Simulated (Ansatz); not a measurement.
Task: cell relaxations under several functionals of Si, space group P6_3/mmc, with Ansatz's Python interface. Give the script and its output. Level of theory (first run): r2SCAN, PAW, the default cutoff (500 eV here), 15×15×8 k-points, Fermi-Dirac smearing of 0.05 eV.

`si.vasp`
```text
Si
1.0
   2.44400000    0.00000000    0.00000000
  -1.22200000    2.11656609    0.00000000
   0.00000000    0.00000000    4.15200000
Si
2
Direct
   0.33333333    0.66666667    0.25000000
   0.66666667    0.33333333    0.75000000
```

`si.py`:
```python
'''Relaxed cell of Si under several functionals.'''

import logging
import sys

import ansatz as az
from ase.io import read
import numpy as np

logging.basicConfig(stream=sys.stdout, format='%(name)s: %(message)s')
log = logging.getLogger('calc')
log.setLevel(logging.INFO)

def edges_and_angles(cell):
    cell = np.asarray(cell)
    a, b, c = np.linalg.norm(cell, axis=1)
    cosines = cell[1] @ cell[2] / (b * c), cell[0] @ cell[2] / (a * c), cell[0] @ cell[1] / (a * b)
    return (a, b, c, *np.degrees(np.arccos(cosines)))


def main() -> None:
    atoms = read('si.vasp', format='vasp')
    cell = az.Crystal.from_ase(atoms)

    model = (
        cell.calculation()
        .kpoints(15, 15, 8)  # sampling of the Brillouin zone
        .occupations('fermi_dirac', width=0.05)
        .relax(cell=True, max_steps=100)  # relax until the tolerances are met
    )

    levels = [('r2scan', 'none'), ('lda', 'none'), ('r2scan', 'rvv10')]
    log.info('level            a       b       c    alpha   beta  gamma  V/atom  steps')
    for name, dispersion in levels:
        seen = []
        run = model.functional(name, dispersion=dispersion).session().plan()
        result = run.execute(on_event=lambda e: seen.append(e) if e['event'] == 'relax_step' else None)
        cell = result.lattice.cell_ang
        label = name if dispersion == 'none' else f'{name}+{dispersion}'
        print('{:13s} {:7.4f} {:7.4f} {:7.4f} {:6.2f} {:6.2f} {:6.2f}'.format(label, *edges_and_angles(cell)), f'{abs(np.linalg.det(cell)) / len(result.lattice.sites):7.3f} {len(seen):5d}')


if __name__ == '__main__':
    main()
```

Output of `python si.py`:
```text
calc: level            a       b       c    alpha   beta  gamma  V/atom  steps
DeckWarning: basis.ecutwfc = 500 eV, auto-derived from the records' recommended cutoffs: set by Si (their level for a meta-GGA)
r2scan         2.6496  2.6496  4.4986  90.00  90.00 120.00  13.675     7
DeckWarning: basis.ecutwfc = 420 eV, auto-derived from the records' recommended cutoffs: set by Si (normal level)
lda            2.6559  2.6559  4.5071  90.00  90.00 120.00  13.766     9
r2scan+rvv10   2.6459  2.6459  4.4908  90.00  90.00 120.00  13.613     7
```
(Warnings from the package without file and line.)

From smallest to largest: r2SCAN+RVV10 (13.61 Å³ an atom, +26.8 % against the start), r2SCAN (13.68 Å³ an atom, +27.3 % against the start) and LDA (13.77 Å³ an atom, +28.2 % against the start). The spread is 1.1 % in volume.

Notes:
- Forces vanish by symmetry, so the ions can't move, and the end may be a saddle.
- Dispersion corrections can be off by several per cent in the lattices of metals, and by several GPa in the pressure at a fixed cell.
- A cell that swells this much on relaxing started as a compressed, perhaps high-pressure structure.
- This isn't the structure that Si takes at ambient conditions.
- Run time: 54 s on 1 thread of Arm Neoverse V2, with other jobs on the host, peak memory 0.59 GiB.

(A comment or docstring line of the script was reworded after the run, the code is as it ran.)
